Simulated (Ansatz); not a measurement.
# Hf2N: other elements on the same sites

The structure type of Hf2N is kept and its elements are changed: Hf → Zr, N → As; N → C. Wanted are volume, gap and formation energy of each.

Program: Ansatz 0.2.0. Level of theory: DFT r2SCAN, scalar-relativistic, plane waves, PAW. These are calculated values, not measurements.

2 further runs of the same task are left out: 2 set aside as unsound or not needed. Runs told in other sessions of the task aren't counted.

**1. The structure to begin with**

The structure is tetragonal, space group P4_2/mnm (No. 136). The conventional cell has a = 5.325 Å, b = 5.325 Å, c = 3.250 Å, α = 90.00°, β = 90.00°, γ = 90.00°. Hf (site symmetry m2m) has 3 N at 2.23 to 2.24 Å in its first shell of neighbours. Around N (site symmetry mmm) lie 6 Hf at 2.23 to 2.24 Å.

Coordinates:

```xyz
6
Lattice="5.3251 0.0000 0.0000 0.0000 5.3251 0.0000 0.0000 0.0000 3.2500" Properties=species:S:1:pos:R:3 pbc="T T T"
Hf    1.5735    1.5735    0.0000
Hf    3.7516    3.7516    0.0000
Hf    4.2361    1.0891    1.6250
Hf    1.0891    4.2361    1.6250
N     0.0000    0.0000    0.0000
N     2.6626    2.6626    1.6250
```

It goes back to an entry of the Materials Project, which need not be the stable form.

It is the result of an earlier relaxation at this level (volume 15.36 Å³/atom; gap on the mesh: none (metal)).

**2. The substitution Hf → Zr, N → As**

Zr2As starts from the relaxed positions of Hf2N, with all lengths scaled by 1.077, a guess from tabulated radii.

**3. Quick check of gap, pressure and forces (Zr2As)**

The input, input.yaml:

```yaml
crystal:
  lattice:
    - [5.7335304537, 0.0, 0.0]
    - [0.0, 5.7335304537, 0.0]
    - [0.0, 0.0, 3.4992534233]
  atoms:
    - { symbol: Zr, position: [0.2954865864, 0.2954865864, 0.0] }
    - { symbol: Zr, position: [0.7045134136, 0.7045134136, 0.0] }
    - { symbol: Zr, position: [0.7954865864, 0.2045134136, 0.5] }
    - { symbol: Zr, position: [0.2045134136, 0.7954865864, 0.5] }
    - { symbol: As, position: [0.0, 0.0, 0.0] }
    - { symbol: As, position: [0.5, 0.5, 0.5] }
basis:
  ecutwfc: 500
kpoints:
  mp_grid: { grid: [4, 4, 6] }
hamiltonian:
  xc: r2scan
scf:
  occupations: { method: gaussian, width: 0.1 }
output:
  forces: true
  stress: true
  eigenvalues: true
```

Started as:

```
$ ansatz run input.yaml --threads 1 --pin off --max-ram 2560MiB --backend cpu --events-out ev --progress --plain --runs-dir out
```

Further runs follow: coarse relaxation (Zr2As); relaxing cell and atoms (Zr2As); quick check of gap, pressure and forces (Hf2C); relaxing cell and atoms (Hf2C).

**Question.** What will these runs give? Wanted: Hf → Zr, N → As; N → C.

**Answer**, as computed:

| quantity | value |
| --- | --- |
| Hf → Zr, N → As (Zr2As) | 23.98 Å³/atom, gap none (metal), ΔH_f -0.61 eV/atom |
| N → C (Hf2C) | 16.33 Å³/atom, gap none (metal), ΔH_f -0.70 eV/atom |

Per atom and against the relaxed parent, Zr2As is the largest of the new crystals (+56.1 %) and Hf2C the smallest (+6.3 %). All of them are metals at this level. Hf2N has the lowest formation energy in this structure (-1.35 eV/atom). A negative value alone does not show stability: other structures and competing compounds were not computed. Spin-orbit coupling is left out for Hf.
